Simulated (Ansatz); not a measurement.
**HPbNO4 in Ansatz: convergence with k mesh**

Input of the first run (k mesh 2 × 2 × 2); the others differ in this setting and in those tied to it:

File input.yaml:

```yaml
crystal:
  lattice:
    - [4.20407, 0.0, 0.0]
    - [2.02172, 3.83952, 0.0]
    - [2.04686, 1.279, 6.28132]
  atoms:
    - { symbol: H, position: [0.89145, 0.68202, 0.62796] }
    - { symbol: Pb, position: [0.14426, 0.92872, 0.88352] }
    - { symbol: "N", position: [0.2567, 0.28861, 0.30171] }
    - { symbol: O, position: [0.83108, 0.65056, 0.78405] }
    - { symbol: O, position: [0.38694, 0.2238, 0.11295] }
    - { symbol: O, position: [0.31104, 0.03576, 0.45856] }
    - { symbol: O, position: [0.07726, 0.60633, 0.32275] }
hamiltonian:
  xc: pbe
  pseudopotentials: { kind: paw }
kpoints:
  mp_grid: { grid: [2, 2, 2] }
scf:
  occupations: { method: fermi_dirac, width: 0.05 }
output:
  forces: true
  stress: true
  eigenvalues: true
```

Potentials or basis: Ansatz PAW.

Launch:

```bash
$ ansatz run input.yaml --threads 8 --pin off --max-ram 20480MiB --backend cpu --events-out ev --progress --plain --runs-dir out
```

The cell was built by a generator and needn't be a form met in nature.

Hardware: 8 threads of Arm Neoverse V1, with other jobs on the host.

| k mesh | energy less the tightest run, at zero smearing (meV/atom) | pressure (GPa) | largest force (eV/Å) | gap on the mesh (eV) | SCF cycles | CPU time (s) | peak memory (GiB) |
| --- | --- | --- | --- | --- | --- | --- | --- |
| 2 × 2 × 2 | -3.62 | -0.12 | 0.113 | 3.083 | 9 | 2.9 | 0.39 |
| 3 × 3 × 2 | -0.10 | -0.01 | 0.006 | 2.863 | 9 | 4.9 | 0.41 |
| 4 × 4 × 2 | 0.07 | 0.00 | 0.004 | 2.957 | 9 | 7.7 | 0.42 |
| 4 × 4 × 3 | 0.03 | 0.00 | 0.003 | 2.978 | 9 | 11 | 0.43 |
| 5 × 5 × 3 | 0.00 | 0.00 | 0.002 | 2.872 | 9 | 16 | 0.46 |
| 7 × 6 × 4 | 0.01 | 0.00 | 0.003 | 2.822 | 9 | 33 | 0.54 |
| 8 × 8 × 5 | 0.01 | 0.00 | 0.003 | 2.799 | 9 | 61 | 0.68 |
| 10 × 10 × 6 | -0.01 | 0.00 | 0.003 | 2.797 | 9 | 120 | 0.94 |
| 12 × 12 × 7 | 0.00 | 0.00 | 0.003 | 2.779 | 9 | 190 | 1.3 |

Against the tightest run, the energy stays within 1 meV/atom from 3 × 3 × 2 on; the pressure stays within 0.1 GPa from 3 × 3 × 2 on; the largest force stays within 0.005 eV/Å from 3 × 3 × 2 on. Not settled before the last step: the gap on the mesh (to 0.01 eV). Meshes of other sizes hit other points, so gaps and Fermi surfaces needn't settle smoothly. The tightest run that finished is the yardstick and may itself not be fully converged.

Caveat, for the tightest run too: odd divisions of the mesh miss points on the zone boundary, where band edges often lie, so the gap on the mesh can be too wide; the pressure holds a Pulay correction of +0.6 GPa for the finite cutoff; spin-orbit coupling is left out, which as a rule narrows the gap of such compounds by several tenths of an eV.
